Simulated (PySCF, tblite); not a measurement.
**C₂H₉BOSi₂: geometry, infrared bands and NMR shifts**

Aim: predict the infrared bands and NMR shifts of C₂H₉BOSi₂ (`B[Si@H](C=C)O[SiH3]`).

The runs use tblite 0.8.0 and PySCF 2.14.0, with density-fitted response routines of our own; the level of theory stands in each step. All values are computed, except where a source is named. Atoms count from 0, in the outputs and in this text.

## (1) The starting structure

15 atoms, charge 0, multiplicity 1; geometry from: force field or distance geometry start.

Bonds of the start (Å): B0–Si1 1.91, Si1–C2 1.80, C2–C3 1.34, Si1–O4 1.73, O4–Si5 1.74, B0–H6 1.19, B0–H7 1.20, Si1–H8 1.50, C2–H9 1.09, C3–H10 1.09, C3–H11 1.10, Si5–H12 1.44, Si5–H13 1.49, Si5–H14 1.47.

## (2) Optimising the geometry with GFN2-xTB

What the job is given:

```
{"job": {"kind": "relax", "xc": "GFN2-xTB", "basis": "xTB"}, "charge": 0, "multiplicity": 1}
B     -1.817600    -1.655200     0.741500
Si    -0.300200    -0.583800     0.294700
C     -0.650300     0.975200    -0.544500
C     -1.120500     2.052600     0.097800
O      0.831500    -1.451300    -0.688000
Si     2.250600    -0.451500    -0.664500
H     -2.071100    -2.611200     0.084000
H     -2.331400    -1.448900     1.810300
H      0.499500    -0.236100     1.513100
H     -0.491800     1.022000    -1.625700
H     -1.340700     2.989100    -0.420000
H     -1.273000     1.936300     1.177400
H      3.433200    -1.124500    -1.149500
H      2.452600    -0.164100     0.783300
H      1.924700     0.759400    -1.431900
```

Started as:

```sh
$ OMP_NUM_THREADS=1 python probes_run.py task.json out
```

One launch serves the whole session: the jobs run in the order shown.

**Question.** This job is followed by: GFN2-xTB harmonic vibrations, gas phase; GIAO PBE0/pcSseg-1 NMR shielding, non-relativistic, gas phase. Predict these results of the whole session: strongest single infrared mode (GFN2-xTB); zero-point energy (GFN2-xTB); ¹³C shifts against TMS (PBE0/pcSseg-1); ¹H shifts against TMS (PBE0/pcSseg-1, means over atoms taken as alike); ¹¹B shifts against BF3·OEt2 (PBE0/pcSseg-1); ²⁹Si shifts against TMS (PBE0/pcSseg-1); ¹⁷O shifts against H2O (PBE0/pcSseg-1).

As calculated:

| quantity | value |
| --- | --- |
| strongest single infrared mode (GFN2-xTB) | 1094 cm⁻¹, 758 km/mol |
| zero-point energy (GFN2-xTB) | 60.9 kcal/mol |
| ¹³C shifts against TMS (PBE0/pcSseg-1) | 144.1, 142.3 ppm |
| ¹H shifts against TMS (PBE0/pcSseg-1, means over atoms taken as alike) | 10.36, 6.51, 6.42, 6.05, 5.97, 5.31 ppm |
| ¹¹B shifts against BF3·OEt2 (PBE0/pcSseg-1) | 113.8 ppm |
| ²⁹Si shifts against TMS (PBE0/pcSseg-1) | -19.1, -48.0 ppm |
| ¹⁷O shifts against H2O (PBE0/pcSseg-1) | 3.7 ppm |

**Reading.** The optimisation took 153 steps and gained 1.166 eV; among the close pairs (by a distance rule), O4–Si5 changed most, from 1.736 to 1.610 Å. The lowest mode is imaginary (34i cm⁻¹), so the xTB geometry is not a minimum. The strongest single mode, at 1094 cm⁻¹, moves mainly O4. Unscaled tight-binding wavenumbers are off by several per cent, some by more. Its intensities can rank the bands wrongly. C2 (alkene CH) lies farthest downfield among carbon, at 144.1 ppm; an sp2 carbon of a C=C bond. At PBE0/pcSseg-1: The largest span, 275 ppm, is at B0, where the paramagnetic term is -214 ppm.
